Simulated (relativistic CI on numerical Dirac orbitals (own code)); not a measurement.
**Ir³⁺: one ion under different settings**

Aim: see what numerical and physical settings do to the SCF, the total energy and the lowest levels of Ir³⁺.

Program: relativistic CI on numerical Dirac orbitals (own code) version 3. Level of theory: Dirac-Coulomb-Breit CI, KLI orbitals optimised for each configuration, model QED (radiative potential, 1s self-energy scaled to tabulated hydrogen-like ionisation energies), numerical settings as typed. These are calculated values, not measurements, unless marked.

## (1) The system

| Property | Result |
| --- | --- |
| ion | Ir³⁺ (Ir IV) |
| nuclear charge | 77 |
| electrons | 74 |
| isotope | A = 193 |

## (2) The usual input

Settings, as recorded:

```ini
atom Ir  Z=77  charge=3  electrons=74
nucleus A=193  rms_radius_fm=5.4032
hamiltonian dirac-coulomb  breit=on  qed=on  c_scale=1
orbitals kli  potential=per-configuration
slater_scale 1
correlation none
mixing on
grid step=0.0125 r_max=64.9
scf mixing=0.4 start=green max_iterations=150 tolerance=2e-08 node_fill=0.05
configurations
  [Xe] 4f14 5d6
  [Xe] 4f14 5d5 6s
end
```

The run is started by

```
> python run_levels.py task.json out
```

The settings of every run stand in task.json; they run in order.

## (3) Iteration limit 20, nuclear radius 7.0242

Settings, as recorded:

```ini
atom Ir  Z=77  charge=3  electrons=74
nucleus A=193  rms_radius_fm=7.0242
hamiltonian dirac-coulomb  breit=on  qed=on  c_scale=1
orbitals kli  potential=per-configuration
slater_scale 1
correlation none
mixing on
grid step=0.0125 r_max=64.9
scf mixing=0.4 start=green max_iterations=20 tolerance=2e-08 node_fill=0.05
configurations
  [Xe] 4f14 5d6
  [Xe] 4f14 5d5 6s
end
```

## (4) Nuclear radius 4.8629, end of the grid 194.7

Settings, as recorded:

```ini
atom Ir  Z=77  charge=3  electrons=74
nucleus A=193  rms_radius_fm=4.8629
hamiltonian dirac-coulomb  breit=on  qed=on  c_scale=1
orbitals kli  potential=per-configuration
slater_scale 1
correlation none
mixing on
grid step=0.0125 r_max=194.7
scf mixing=0.4 start=green max_iterations=150 tolerance=2e-08 node_fill=0.05
configurations
  [Xe] 4f14 5d6
  [Xe] 4f14 5d5 6s
end
```

## (5) Start potential previous

Settings, as recorded:

```ini
atom Ir  Z=77  charge=3  electrons=74
nucleus A=193  rms_radius_fm=5.4032
hamiltonian dirac-coulomb  breit=on  qed=on  c_scale=1
orbitals kli  potential=per-configuration
slater_scale 1
correlation none
mixing on
grid step=0.0125 r_max=64.9
scf mixing=0.4 start=previous max_iterations=150 tolerance=2e-08 node_fill=0.05
configurations
  [Xe] 4f14 5d6
  [Xe] 4f14 5d5 6s
end
```

## (6) Potential mixing 0.001

The settings differ from step 5 so:

```diff
@@ -8,3 +8,3 @@
 grid step=0.0125 r_max=64.9
-scf mixing=0.4 start=previous max_iterations=150 tolerance=2e-08 node_fill=0.05
+scf mixing=0.001 start=green max_iterations=92 tolerance=2e-08 node_fill=0.05
 configurations
```

## (7) Tolerance 0.01

The settings differ from step 6 so:

```diff
@@ -8,3 +8,3 @@
 grid step=0.0125 r_max=64.9
-scf mixing=0.001 start=green max_iterations=92 tolerance=2e-08 node_fill=0.05
+scf mixing=0.4 start=green max_iterations=52 tolerance=0.01 node_fill=0.05
 configurations
```

(Steps that only read results are left out.)

Q: Predict the outcome of this session. Wanted: lowest level, usual settings; total energy; first excitation.

As calculated:

| setting | total energy less usual (Ha) | largest shift of a level among the lowest eight of both runs, same label and place (cm⁻¹) | SCF iterations | time | lowest level | kind of change |
| --- | --- | --- | --- | --- | --- | --- |
| usual | 0 | 0 | 25 | 0.44 s | 5d6 5D4 | - |
| iteration limit 20, nuclear radius 7.0242 | 1.82 | 1.84 | 25 | 0.44 s | 5d6 5D4 | unphysical constant |
| nuclear radius 4.8629, end of the grid 194.7 | -0.539 | 0.545 | 25 | 0.44 s | 5d6 5D4 | unphysical constant |
| start potential previous | 0 | 0 | 21 | 0.39 s | 5d6 5D4 | numerical |
| potential mixing 0.001 | 0 | 0 | 46 | 0.61 s | 5d6 5D4 | extreme, harmless here |
| tolerance 0.01 | 0.000773 | 35.4 | 12 | 0.34 s | 5d6 5D4 | unsound |

| quantity | value |
| --- | --- |
| lowest level, usual settings | 5d6 5D4 |
| total energy | -17811.6874 Ha |
| first excitation | 5075.7 cm⁻¹ |

Among the runs whose levels can be followed, they move most under «tolerance 0.01» (unsound), by up to 35.4 cm⁻¹. No visible change in the result comes from «start potential previous» or «potential mixing 0.001». «Potential mixing 0.001» costs 46 SCF iterations against 25. Only the listed configurations are in the model. In a near-neutral ion this small CI can misplace whole configurations by 10,000 cm⁻¹ or more, above all where the count of f electrons changes.
